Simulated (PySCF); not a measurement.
# C4H6BF: the cost of one run

The runs use PySCF 2.14.0, with density-fitted response routines of our own; the level of theory stands in each step. All values are computed, except where a source is named. Atoms count from 0, in the outputs and in this text.

### 1 The starting structure

12 atoms, charge 0, multiplicity 1; geometry from: GFN2-xTB. The atoms were then displaced at random by about 0.01 Å, so the start is not that level's minimum.

Bonds of the start (Å): B0–C1 1.55, C1–C2 1.36, C2–F3 1.34, C2–C4 1.48, C4–C5 1.54, C5–C1 1.52, B0–H6 1.18, B0–H7 1.14, C4–H8 1.11, C4–H9 1.07, C5–H10 1.08, C5–H11 1.09.

### 2 Relaxing the molecule at PBE0-D3(BJ)/def2-SVP

Job settings and geometry (Å):

```
{"job": {"xc": "PBE0", "basis": "def2-SVP", "d3": "d3bj", "grid": 1, "shake": 0.01, "kind": "geom"}, "charge": 0, "multiplicity": 1}
B      2.126950    -0.166840     0.121960
C      0.587430     0.017550     0.043830
C     -0.290530     1.036700     0.230960
F     -0.090140     2.322420     0.570830
C     -1.527090     0.283720    -0.051180
C     -0.577610    -0.907180    -0.278020
H      2.780080     0.776970     0.398390
H      2.605400    -1.176470    -0.112690
H     -2.209050     0.196650     0.821600
H     -2.087000     0.621630    -0.903400
H     -0.583970    -1.300870    -1.283250
H     -0.694780    -1.732550     0.431950
```

Command:

```bash
$ OMP_NUM_THREADS=1 python probes_run.py task.json out
```

This one command runs all jobs of the session in turn.

Q: Estimate the wall time and peak memory of this first job on 1 thread of Arm Neoverse V1, shared host.

About 38 s, with a peak of 0.46 GiB.
